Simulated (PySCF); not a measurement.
# C₄H₁₃BS: electronic excitations at several levels of theory, part 2 of 2

PySCF 2.14.0. Atoms count from 0. The steps go on from the part before.

### Step 5. Ultraviolet spectrum: LC-wPBE/def2-SVPD

The job: settings as JSON, then the geometry in Å.

```
{"job": {"kind": "uv", "xc": "LC-wPBE", "basis": "def2-SVPD", "ip": true}, "charge": 0, "multiplicity": 1}
C      2.861255    -0.157169     0.037227
B      1.474541    -0.805709    -0.451369
S      0.014374    -0.042299     0.649475
C     -0.092141     1.666058     0.097007
C     -1.454535    -0.760141    -0.129417
C     -2.761436    -0.326468     0.500796
H      3.678046    -0.621145    -0.541399
H      2.942672     0.929280    -0.141621
H      3.088818    -0.342632     1.100595
H      1.330606    -1.994750    -0.184273
H      1.120101    -0.528097    -1.594728
H     -0.098194     1.697086    -1.001897
H      0.806890     2.173463     0.469717
H     -0.981479     2.153763     0.517136
H     -1.395108    -0.527054    -1.204064
H     -1.289503    -1.843238    -0.028731
H     -2.939393     0.753211     0.383691
H     -3.600433    -0.849086     0.016834
H     -2.787450    -0.563115     1.574710
```

Level: TDDFT LC-wPBE/def2-SVPD, vertical, gas phase, core orbitals frozen in the response.

Output:

```text
coarse grid: 15120 points
cycle   1  E = -582.6948847428  dE =  5.281e-01  |g| = 3.479e-01  |ddm| = 5.319e+00
cycle   2  E = -582.7281157621  dE = -3.323e-02  |g| = 2.159e-01  |ddm| = 1.197e+00
cycle   3  E = -582.7405552296  dE = -1.244e-02  |g| = 4.045e-02  |ddm| = 4.151e-01
cycle   4  E = -582.7411976968  dE = -6.425e-04  |g| = 1.081e-02  |ddm| = 1.186e-01
cycle   5  E = -582.7412348996  dE = -3.720e-05  |g| = 3.220e-03  |ddm| = 3.050e-02
cycle   6  E = -582.7412390823  dE = -4.183e-06  |g| = 8.091e-04  |ddm| = 9.863e-03
final grid: 137624 points
cycle   7  E = -582.8227633508  dE = -3.950e-05  |g| = 5.588e-03  |ddm| = 9.673e-02
cycle   8  E = -582.8227675530  dE = -4.202e-06  |g| = 3.989e-03  |ddm| = 2.008e-02
cycle   9  E = -582.8227714063  dE = -3.853e-06  |g| = 2.556e-04  |ddm| = 6.778e-03
cycle  10  E = -582.8227714413  dE = -3.502e-08  |g| = 1.311e-04  |ddm| = 1.482e-03
cycle  11  E = -582.8227714594  dE = -1.803e-08  |g| = 3.384e-05  |ddm| = 4.618e-04
cycle  12  E = -582.8227714601  dE = -6.846e-10  |g| = 1.128e-05  |ddm| = 1.784e-04
converged SCF energy = -582.8227714601

Static polarisability (au): isotropic 88.229, principal 74.482 85.912 104.292

Singlet excitations
state   eV       nm        f      main configurations
  1   7.1285    173.9   0.01222   H->L+1 0.27, H-1->L+1 0.14, H->L+4 0.10
  2   8.0169    154.7   0.02935   H->L+3 0.22, H-1->L+1 0.16, H->L+4 0.14
  3   8.1520    152.1   0.00716   H->L+3 0.26, H->L+5 0.18, H->L 0.14
  4   8.2144    150.9   0.10423   H->L 0.42, H-1->L+3 0.13, H-1->L+4 0.08
  5   8.3759    148.0   0.13269   H->L+2 0.19, H-1->L+3 0.18, H-1->L 0.15
  6   8.5468    145.1   0.08640   H-2->L+1 0.28, H-2->L+3 0.13, H-2->L+4 0.10
  7   8.6096    144.0   0.07476   H->L+2 0.28, H-1->L+3 0.09
  8   8.8060    140.8   0.06471   H-1->L 0.35, H->L+2 0.13
  9   8.9630    138.3   0.02477   H-2->L+3 0.17, H-2->L+1 0.13, H->L+5 0.10
 10   9.0326    137.3   0.00332   H->L+5 0.30, H-2->L+3 0.10

Triplet excitations (Tamm-Dancoff, eV): 6.4128 7.0069 7.6017 7.8406
Vertical ionisation energy (delta-SCF) = 9.8690 eV
```

Wall time 5.5 min (1 thread of Arm Neoverse V1, shared host); peak memory 1 GiB.

Key values: HOMO -10.23 eV, LUMO 2.00 eV; lowest singlet 7.13 eV.

### Step 6. Excited states and response: PBE0/6-31G*

Settings changed since step 5:

```diff
@@ -1,2 +1,2 @@
-{"job": {"kind": "uv", "xc": "LC-wPBE", "basis": "def2-SVPD", "ip": true}, "charge": 0, "multiplicity": 1}
+{"job": {"kind": "uv", "xc": "PBE0", "basis": "6-31G*"}, "charge": 0, "multiplicity": 1}
 C      2.861255    -0.157169     0.037227
```

Method: TDDFT PBE0/6-31G*, vertical, gas phase, core orbitals frozen in the response.

Output:

```text
coarse grid: 15120 points
cycle   1  E = -582.8754746279  dE =  2.336e-01  |g| = 4.821e-01  |ddm| = 3.581e+00
cycle   2  E = -582.8694752732  dE =  5.999e-03  |g| = 5.135e-01  |ddm| = 1.184e+00
cycle   3  E = -582.9466382878  dE = -7.716e-02  |g| = 3.660e-02  |ddm| = 5.934e-01
cycle   4  E = -582.9469326285  dE = -2.943e-04  |g| = 1.810e-02  |ddm| = 6.135e-02
cycle   5  E = -582.9470210406  dE = -8.841e-05  |g| = 4.397e-03  |ddm| = 2.324e-02
cycle   6  E = -582.9470259754  dE = -4.935e-06  |g| = 1.243e-03  |ddm| = 5.814e-03
final grid: 137624 points
cycle   7  E = -582.8864667600  dE = -1.886e-05  |g| = 1.102e-02  |ddm| = 2.976e-02
cycle   8  E = -582.8864539214  dE =  1.284e-05  |g| = 1.314e-02  |ddm| = 2.251e-02
cycle   9  E = -582.8864997719  dE = -4.585e-05  |g| = 5.646e-04  |ddm| = 1.235e-02
cycle  10  E = -582.8864998658  dE = -9.392e-08  |g| = 1.455e-04  |ddm| = 8.690e-04
cycle  11  E = -582.8864998712  dE = -5.346e-09  |g| = 4.523e-05  |ddm| = 2.010e-04
cycle  12  E = -582.8864998717  dE = -5.489e-10  |g| = 1.129e-05  |ddm| = 6.249e-05
converged SCF energy = -582.8864998717

Static polarisability (au): isotropic 76.795, principal 63.071 74.826 92.489

Singlet excitations
state   eV       nm        f      main configurations
  1   6.8282    181.6   0.01092   H->L 0.78, H-1->L 0.13, H-2->L 0.08
  2   7.2211    171.7   0.00865   H-1->L 0.61, H->L 0.20, H-2->L 0.16
  3   7.5363    164.5   0.03579   H-2->L 0.74, H-1->L 0.22
  4   7.8036    158.9   0.06623   H->L+1 0.90
  5   8.0912    153.2   0.01966   H-1->L+1 0.93
  6   8.2785    149.8   0.00755   H->L+2 0.92
  7   8.3704    148.1   0.01469   H-2->L+1 0.92
  8   8.6419    143.5   0.00836   H-1->L+2 0.82
  9   8.8289    140.4   0.00262   H-2->L+2 0.45, H->L+3 0.21, H-3->L 0.15
 10   8.8927    139.4   0.01809   H->L+3 0.53, H-3->L 0.30

Triplet excitations (Tamm-Dancoff, eV): 6.2252 6.8776 6.9342 7.2673
```

Run time: 16 s. Hardware: 1 thread of Arm Neoverse V1, shared host; peak memory 0.59 GiB.

Key values: HOMO -7.33 eV, LUMO 0.92 eV; lowest singlet 6.83 eV.

### Step 7. Excited states and response: PBE0/def2-SVP

Settings changed since step 6:

```diff
@@ -1,2 +1,2 @@
-{"job": {"kind": "uv", "xc": "PBE0", "basis": "6-31G*"}, "charge": 0, "multiplicity": 1}
+{"job": {"kind": "uv", "xc": "PBE0", "basis": "def2-SVP"}, "charge": 0, "multiplicity": 1}
 C      2.861255    -0.157169     0.037227
```

Method: TDDFT PBE0/def2-SVP, vertical, gas phase, core orbitals frozen in the response.

Output:

```text
coarse grid: 15120 points
cycle   1  E = -582.5246417458  dE =  2.004e-01  |g| = 4.495e-01  |ddm| = 4.024e+00
cycle   2  E = -582.5150330209  dE =  9.609e-03  |g| = 4.995e-01  |ddm| = 1.249e+00
cycle   3  E = -582.5897132314  dE = -7.468e-02  |g| = 3.599e-02  |ddm| = 6.457e-01
cycle   4  E = -582.5899752429  dE = -2.620e-04  |g| = 1.969e-02  |ddm| = 6.118e-02
cycle   5  E = -582.5900776583  dE = -1.024e-04  |g| = 4.788e-03  |ddm| = 2.470e-02
cycle   6  E = -582.5900836470  dE = -5.989e-06  |g| = 1.256e-03  |ddm| = 6.374e-03
final grid: 137624 points
cycle   7  E = -582.6546391450  dE = -2.958e-05  |g| = 1.042e-02  |ddm| = 3.552e-02
cycle   8  E = -582.6546267449  dE =  1.240e-05  |g| = 1.250e-02  |ddm| = 2.214e-02
cycle   9  E = -582.6546680699  dE = -4.133e-05  |g| = 5.150e-04  |ddm| = 1.233e-02
cycle  10  E = -582.6546681460  dE = -7.611e-08  |g| = 1.582e-04  |ddm| = 8.221e-04
cycle  11  E = -582.6546681526  dE = -6.630e-09  |g| = 4.578e-05  |ddm| = 2.132e-04
cycle  12  E = -582.6546681532  dE = -5.678e-10  |g| = 1.068e-05  |ddm| = 6.361e-05
converged SCF energy = -582.6546681532

Static polarisability (au): isotropic 79.256, principal 64.210 77.991 95.566

Singlet excitations
state   eV       nm        f      main configurations
  1   6.9492    178.4   0.01183   H->L 0.80, H-1->L 0.13
  2   7.3440    168.8   0.00939   H-1->L 0.67, H->L 0.16, H-2->L 0.09
  3   7.6369    162.3   0.02204   H->L+1 0.82, H-2->L 0.10
  4   7.7389    160.2   0.07849   H-2->L 0.73, H-1->L 0.17
  5   7.9181    156.6   0.01683   H->L+2 0.90
  6   7.9948    155.1   0.02075   H-1->L+1 0.83
  7   8.2658    150.0   0.00354   H-2->L+1 0.63, H-1->L+2 0.30
  8   8.3210    149.0   0.00152   H-1->L+2 0.63, H-2->L+1 0.28
  9   8.5168    145.6   0.01798   H->L+3 0.87
 10   8.6012    144.1   0.02004   H-2->L+2 0.92

Triplet excitations (Tamm-Dancoff, eV): 6.3808 6.9961 7.0407 7.4528
```

Run time: 23 s. Hardware: 1 thread of Arm Neoverse V1, shared host; peak memory 0.72 GiB.

Key values: HOMO -7.41 eV, LUMO 0.93 eV; lowest singlet 6.95 eV.

### Step 8. TDDFT and polarisability: PBE0/def2-TZVP

Settings changed since step 7:

```diff
@@ -1,2 +1,2 @@
-{"job": {"kind": "uv", "xc": "PBE0", "basis": "def2-SVP"}, "charge": 0, "multiplicity": 1}
+{"job": {"kind": "uv", "xc": "PBE0", "basis": "def2-TZVP"}, "charge": 0, "multiplicity": 1}
 C      2.861255    -0.157169     0.037227
```

With the program's defaults for keys left out, this is: TDDFT PBE0/def2-TZVP, vertical, gas phase, core orbitals frozen in the response.

Output:

```text
coarse grid: 15120 points
cycle   1  E = -582.9289904121  dE =  2.191e-01  |g| = 5.019e-01  |ddm| = 2.867e+00
cycle   2  E = -582.9089476946  dE =  2.004e-02  |g| = 5.735e-01  |ddm| = 1.043e+00
cycle   3  E = -583.0025508091  dE = -9.360e-02  |g| = 4.627e-02  |ddm| = 6.084e-01
cycle   4  E = -583.0029404750  dE = -3.897e-04  |g| = 2.594e-02  |ddm| = 5.318e-02
cycle   5  E = -583.0031092931  dE = -1.688e-04  |g| = 5.930e-03  |ddm| = 2.192e-02
cycle   6  E = -583.0031180273  dE = -8.734e-06  |g| = 1.772e-03  |ddm| = 5.244e-03
final grid: 137624 points
cycle   7  E = -582.9925791796  dE = -7.597e-05  |g| = 1.195e-02  |ddm| = 6.500e-02
cycle   8  E = -582.9925619510  dE =  1.723e-05  |g| = 1.443e-02  |ddm| = 1.743e-02
cycle   9  E = -582.9926117140  dE = -4.976e-05  |g| = 7.431e-04  |ddm| = 9.983e-03
cycle  10  E = -582.9926118483  dE = -1.343e-07  |g| = 3.078e-04  |ddm| = 8.707e-04
cycle  11  E = -582.9926118737  dE = -2.544e-08  |g| = 7.645e-05  |ddm| = 3.016e-04
cycle  12  E = -582.9926118752  dE = -1.432e-09  |g| = 2.179e-05  |ddm| = 7.760e-05
cycle  13  E = -582.9926118753  dE = -1.219e-10  |g| = 4.267e-06  |ddm| = 1.871e-05
converged SCF energy = -582.9926118753

Static polarisability (au): isotropic 89.197, principal 73.630 86.530 107.432

Singlet excitations
state   eV       nm        f      main configurations
  1   6.5762    188.5   0.01092   H->L 0.79, H-1->L 0.15
  2   6.9862    177.5   0.00803   H-1->L 0.69, H->L 0.17
  3   7.2366    171.3   0.02681   H->L+1 0.83
  4   7.3576    168.5   0.07711   H-2->L 0.80, H-1->L 0.12
  5   7.4844    165.7   0.01084   H->L+2 0.86, H-1->L+1 0.08
  6   7.5633    163.9   0.02069   H-1->L+1 0.80, H->L+2 0.09
  7   7.8094    158.8   0.00308   H-1->L+2 0.55, H-2->L+1 0.40
  8   7.8669    157.6   0.00377   H-2->L+1 0.49, H-1->L+2 0.38
  9   8.1058    153.0   0.02005   H-2->L+2 0.81, H->L+4 0.09
 10   8.1859    151.5   0.01367   H->L+4 0.70, H-2->L+2 0.10, H->L+3 0.10

Triplet excitations (Tamm-Dancoff, eV): 5.9943 6.5284 6.7083 7.0937
```

Run time: 54 s. Hardware: 1 thread of Arm Neoverse V1, shared host; peak memory 1.1 GiB.

Key values: HOMO -7.50 eV, LUMO 0.48 eV; lowest singlet 6.58 eV.

### Step 9. Side by side: electronic excitations

Excitations and ground-state properties, with basis size and wall time:

```
                run  lowest singlet (eV)  brightest (eV)      f  gap (eV)  α (Å³)  μ (D)  functions     time
CAM-B3LYP/def2-SVPD                 6.85            7.76  0.113      9.88   13.44   4.65        231  4.9 min
  wB97X-D/def2-SVPD                 6.89            7.91  0.126     11.32   13.44   4.67        231  4.5 min
  LC-wPBE/def2-SVPD                 7.13            8.38  0.133     12.23   13.07   4.70        231  5.5 min
        PBE0/6-31G*                 6.83            7.80  0.066      8.25   11.38   4.62        114     16 s
      PBE0/def2-SVP                 6.95            7.74  0.078      8.34   11.74   4.70        153     23 s
     PBE0/def2-TZVP                 6.58            7.36  0.077      7.98   13.22   4.59        270     54 s
```

### Step 10. Results

What follows sums up all 2 parts.

| quantity | value |
| --- | --- |
| point group | C1 |
| rotational constants (main isotopes) | 5.36, 1.52, 1.31 GHz |
| lowest singlet (CAM-B3LYP/def2-SVPD) | 6.85 eV (181 nm), f = 0.014 |
| brightest single state of those computed | state 5, 7.76 eV, f = 0.113 |
| lowest triplet | 6.29 eV |
| vertical ionisation energy (ΔSCF) | 9.70 eV |
| range of the lowest singlet | 6.58 to 7.13 eV |

**Reading.** Single values in the summary come from the first run of each kind that ended normally (CAM-B3LYP/def2-SVPD), which need not be the best level. The start was shaken at random, so part of the energy gained undoes that. Relaxing lowered the energy by 1.373 eV in 5 steps; the close pair that moved most is C3–H12, from 0.949 to 1.098 Å. The lowest singlet, at 6.85 eV, is HOMO→LUMO+1 0.47, HOMO−1→LUMO+1 0.16 and is weak; of the 10 states computed, the strongest absorption comes from state 5 at 7.76 eV. The lowest triplet lies 0.55 eV below the lowest singlet (triplets in Tamm-Dancoff, singlets in full TDDFT). The orbital energy would give 8.91 eV for ionisation, ΔSCF gives 9.70 eV. The lowest singlet runs from 6.58 eV (PBE0/def2-TZVP) to 7.13 eV (LC-wPBE/def2-SVPD), while the orbital gap spans 7.98 to 12.23 eV. The lowest state need not be the same one in every run.
